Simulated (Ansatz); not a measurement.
# C₃H₂Se (SMILES C#CC=[Se]): one structure at several levels

One table from this session's results is given with a row withheld; the runs are named, their logs left out.

Method: single points in def2-TZVPP; program: Ansatz 0.2.0, Gaussian basis.

Correlated methods freeze the cores. Filled d shells of the heavier atoms are correlated.

**Starting geometry**

SMILES `C#CC=[Se]`, 6 atoms, charge 0, spin multiplicity 1.

Atoms are counted from 1 here; the program's logs count them from 0.

Bond lengths: C1–C2 1.236 Å, C1–H5 0.841 Å, C2–C3 1.457 Å, C3–Se4 1.670 Å, C3–H6 1.110 Å. Angles: C2–C1–H5 174.9°, C1–C2–C3 168.1°, C2–C3–Se4 126.9°, C2–C3–H6 111.2°, Se4–C3–H6 121.9°.

Geometry (Å):

```xyz
6

C     0.34060    1.35530   -0.85810
C     0.24740    0.34010   -0.15840
C    -0.15990   -0.80530    0.64430
Se   -1.53190   -1.73470    0.44000
H     0.39160    2.00260   -1.39300
H     0.55560   -0.99060    1.47270
```

Set-up of the first run:

run/in.yaml

```yaml
crystal:
  periodic: [false, false, false]
  atoms:
    - {symbol: C, position_ang: [0.340600, 1.355300, -0.858100]}
    - {symbol: C, position_ang: [0.247400, 0.340100, -0.158400]}
    - {symbol: C, position_ang: [-0.159900, -0.805300, 0.644300]}
    - {symbol: Se, position_ang: [-1.531900, -1.734700, 0.440000]}
    - {symbol: H, position_ang: [0.391600, 2.002600, -1.393000]}
    - {symbol: H, position_ang: [0.555600, -0.990600, 1.472700]}
basis:
  gaussian: {orbitals: def2-TZVPP}
correlation: {method: ccsd_t}
output: {forces: true}
```

The command line of these runs was not kept.

Steps of the session up to this table: CCSD(T)/def2-TZVPP; PBE0-D4/def2-TZVPP; wB97M-V/def2-TZVPP; r2SCAN-D4/def2-TZVPP; PBE-D4/def2-TZVPP; LC-wPBE/def2-TZVPP; wB97X-V/def2-TZVPP.

One table of the session follows, with a row left open; its other results are not shown here.

```
   method  RMS force component (eV/Å)  angle to CCSD(T) forces (°)  dipole (D)
  CCSD(T)                       6.422                    reference        1.07
  PBE0-D4                           ?                            ?           ?
  wB97M-V                       6.619                          4.2        1.14
r2SCAN-D4                       6.518                          1.8        1.39
   PBE-D4                       6.457                          2.2        1.24
  LC-wPBE                       6.793                          6.1        1.13
  wB97X-V                       6.700                          4.3        1.20
```

Estimate the missing values for PBE0-D4.

The run gave: RMS force component (eV/Å): 6.623; angle to CCSD(T) forces (°): 2.6; dipole (D): 1.25. In the column «RMS force component (eV/Å)» it lies between wB97M-V (6.619) and wB97X-V (6.700).
